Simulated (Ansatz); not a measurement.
**C5H11Cl2In: a ladder of functionals and wavefunction methods**

One table from this session's results is given with a row withheld; the runs are named, their logs left out.

The runs use Ansatz 0.2.0, Gaussian basis; functionals in def2-TZVPP, the program's frozen cores in correlated methods.

Plan: LDA (SPW92), PBE-D4, revPBE-D4, BLYP-D4, r2SCAN-D4, B97M-V, PBE0-D4, B3LYP-D4, r2SCANh-D4, r2SCAN0-D4, HSE06-D4, BHLYP-D4, CAM-B3LYP-D4, LC-ωPBE, ωB97X-V, ωB97M-V, B2PLYP, PBE-QIDH; CCSD(T)/def2-SVP; CCSD(T)/def2-TZVPP; MP2/def2-QZVPP; extrapolation to the limit; RPA on PBE.

## Structure used throughout

All runs share one geometry, relaxed beforehand with PBE0-D4 in a triple-zeta def2 set. In takes the def2 core potential; no spin-orbit term is included.

SMILES `CC(C)(C)[CH2][In]([Cl])[Cl]`, 19 atoms, charge 0, spin multiplicity 1.

Atoms are counted from 1 here; the program's logs count them from 0.

Bond lengths: C1–C2 1.531 Å, C1–H9 1.093 Å, C1–H10 1.093 Å, C1–H11 1.093 Å, C2–C3 1.526 Å, C2–C4 1.526 Å, C2–C5 1.527 Å, C3–H12 1.093 Å, C3–H13 1.095 Å, C3–H14 1.094 Å, C4–H15 1.094 Å, C4–H16 1.095 Å, C4–H17 1.093 Å, C5–In6 2.144 Å, C5–H18 1.094 Å, C5–H19 1.094 Å, In6–Cl7 2.330 Å, In6–Cl8 2.331 Å. Angles: C2–C1–H9 111.1°, C2–C1–H10 110.7°, C2–C1–H11 111.1°, H9–C1–H10 107.9°, H9–C1–H11 108.0°, H10–C1–H11 107.9°, C1–C2–C3 109.2°, C1–C2–C4 109.2°, C1–C2–C5 107.8°, C3–C2–C4 109.8°, C3–C2–C5 110.4°, C4–C2–C5 110.4°, C2–C3–H12 110.8°, C2–C3–H13 111.5°, C2–C3–H14 111.1°, H12–C3–H13 107.2°, H12–C3–H14 107.7°, H13–C3–H14 108.4° and more.

Set-up of the first run:

Contents of in.yaml:

```yaml
crystal:
  periodic: [false, false, false]
  atoms:
    - {symbol: C, position_ang: [0.203780, 1.362143, -1.442158]}
    - {symbol: C, position_ang: [0.045863, 0.197673, -0.460845]}
    - {symbol: C, position_ang: [1.223291, -0.758742, -0.623262]}
    - {symbol: C, position_ang: [-1.258912, -0.535128, -0.757643]}
    - {symbol: C, position_ang: [0.021241, 0.777003, 0.952246]}
    - {symbol: In, position_ang: [-0.206383, -0.645582, 2.540678]}
    - {symbol: Cl, position_ang: [-0.331515, -0.008980, 4.778882]}
    - {symbol: Cl, position_ang: [-0.366133, -2.964753, 2.363987]}
    - {symbol: H, position_ang: [-0.626879, 2.067191, -1.353131]}
    - {symbol: H, position_ang: [0.227038, 0.997829, -2.472768]}
    - {symbol: H, position_ang: [1.132161, 1.908997, -1.257615]}
    - {symbol: H, position_ang: [1.284870, -1.126231, -1.650612]}
    - {symbol: H, position_ang: [1.123284, -1.633107, 0.027877]}
    - {symbol: H, position_ang: [2.169323, -0.261839, -0.389882]}
    - {symbol: H, position_ang: [-2.121066, 0.123776, -0.619931]}
    - {symbol: H, position_ang: [-1.385073, -1.408568, -0.109531]}
    - {symbol: H, position_ang: [-1.275989, -0.894319, -1.789627]}
    - {symbol: H, position_ang: [-0.803289, 1.484446, 1.082449]}
    - {symbol: H, position_ang: [0.944377, 1.318192, 1.180906]}
basis:
  gaussian: {orbitals: def2-TZVPP}
hamiltonian: {xc: lda}
output: {orbitals: {seedname: orbitals}}
```

Started as:

```console
$ ansatz run in.yaml --threads 4 --pin off --events-out ev --progress --plain --max-ram 46080MiB --backend cuda --devices 0, --max-vram 37GiB
```

Steps of the session up to this table: LDA; PBE-D4 (GGA); revPBE-D4 (GGA); BLYP-D4 (GGA); r2SCAN-D4 (meta-GGA); B97M-V (meta-GGA); B3LYP-D4 (hybrid); r2SCANh-D4 (hybrid); r2SCAN0-D4 (hybrid); HSE06-D4 (hybrid); BHLYP-D4 (hybrid); CAM-B3LYP-D4 (range-separated); LC-ωPBE (range-separated); ωB97X-V (range-separated); ωB97M-V (range-separated); B2PLYP (double hybrid); PBE-QIDH (double hybrid).

One table of the session follows, with a row left open; its other results are not shown here.

It belongs to the step «Orbital energies across the functionals». 

```
  functional  HOMO (eV)  LUMO (eV)  gap (eV)
 LDA (SPW92)      -7.08      -2.66      4.43
      PBE-D4      -6.90      -2.36      4.54
   revPBE-D4      -6.83      -2.23      4.60
     BLYP-D4      -6.74      -2.30      4.44
   r2SCAN-D4      -7.17      -2.14      5.03
      B97M-V          ?          ?         ?
     PBE0-D4      -8.08      -1.49      6.60
    B3LYP-D4      -7.86      -1.79      6.07
  r2SCANh-D4      -7.61      -1.83      5.78
  r2SCAN0-D4      -8.26      -1.36      6.90
    HSE06-D4      -7.69      -1.85      5.84
    BHLYP-D4      -9.13      -0.70      8.44
CAM-B3LYP-D4      -9.36      -0.56      8.80
     LC-ωPBE     -10.67       0.60     11.26
     ωB97X-V     -10.32       0.42     10.74
     ωB97M-V     -10.19       0.16     10.35
```

Estimate the missing values for B97M-V.

As computed: HOMO (eV): -7.23; LUMO (eV): -2.23; gap (eV): 5.00. In the column «HOMO (eV)» it lies between r2SCANh-D4 (-7.61) and r2SCAN-D4 (-7.17).
